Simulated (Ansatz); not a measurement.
Born–Oppenheimer molecular dynamics of a periodic cell of 18 atoms, LiCaVF$_{6}$ (host LiCaVF6, host structure P-31c). It starts from an unrelaxed structure (largest force component 0.61 eV/Å).

Computed with DFT LDA, scalar-relativistic, plane waves, PAW in Ansatz 0.2.0. Settings: accuracy low, cutoff 420 eV, k mesh 2x2x1, fermi-dirac smearing 0.05 eV, spin collinear.

| Quantity | Value |
| --- | --- |
| ensemble | NVT, Langevin thermostat |
| time step | 1 fs |
| steps asked | 80 |
| set temperature | 1500 K |
| friction | 0.01 /fs |
| seed | 700459 |

First frame:

```xyz
18
Lattice="5.2611 0.0000 0.0000 -2.6305 4.5562 0.0000 0.0000 0.0000 9.9954" Properties=species:S:1:pos:R:3
Li 0.000 3.038 7.497
Li 2.631 1.519 2.499
Ca 0.000 0.000 4.998
Ca 0.000 0.000 0.000
V 2.631 1.519 7.497
V 0.000 3.038 2.499
F 3.401 0.062 6.377
F -0.770 4.494 3.618
F 3.507 2.914 6.377
F 1.754 2.914 8.616
F -0.876 1.642 3.618
F 0.876 1.642 1.379
F 0.984 1.580 6.377
F 4.277 1.580 8.616
F 1.646 2.976 3.618
F -1.646 2.976 1.379
F 1.861 0.062 8.616
F 0.770 4.494 1.379
```

(1) What does the run give?

(2) What happens to the structure?

(3) How do temperature and energy run in time?

Results:

(1) The run went to its last step.

| Item | Value |
| --- | --- |
| steps done | 80 |
| time covered | 80 fs |
| mean temperature over the second half | 924 K |
| spread of the potential energy over the second half | 6.2 meV per atom |
| mean potential energy of the second half above the start | 121.7 meV per atom |

The mean temperature of the second half is 38 % below the set value. A run of 0.08 ps of so small a system gives no equilibrium averages. No Hubbard correction was used and the magnetic state wasn't searched. Limits of this set-up: coarse k mesh, low accuracy level.

(2) Mean squared displacements from the first frame to the last, about the centre of mass: Li 0.14 Å², Ca 0.05 Å², V 0.02 Å², F 0.16 Å². The details hang on the random start.

(3) 
| time (fs) | T (K) | potential energy less start (eV) |
| --- | --- | --- |
| 0.0 | 1417 | 0.000 |
| 6.0 | 1082 | 0.304 |
| 12.0 | 945 | 0.709 |
| 18.0 | 803 | 1.121 |
| 24.0 | 762 | 1.331 |
| 30.0 | 801 | 1.532 |
| 36.0 | 890 | 1.740 |
| 42.0 | 849 | 2.008 |
| 48.0 | 1010 | 2.074 |
| 54.0 | 717 | 2.286 |
| 60.0 | 866 | 2.332 |
| 66.0 | 1010 | 2.150 |
| 72.0 | 1081 | 2.178 |
| 78.0 | 1038 | 2.303 |

Time of the run: 12 min on 1 thread of AMD EPYC 7R43 64-Core Processor (Zen 3) (shared host), peak memory 0.65 GiB.
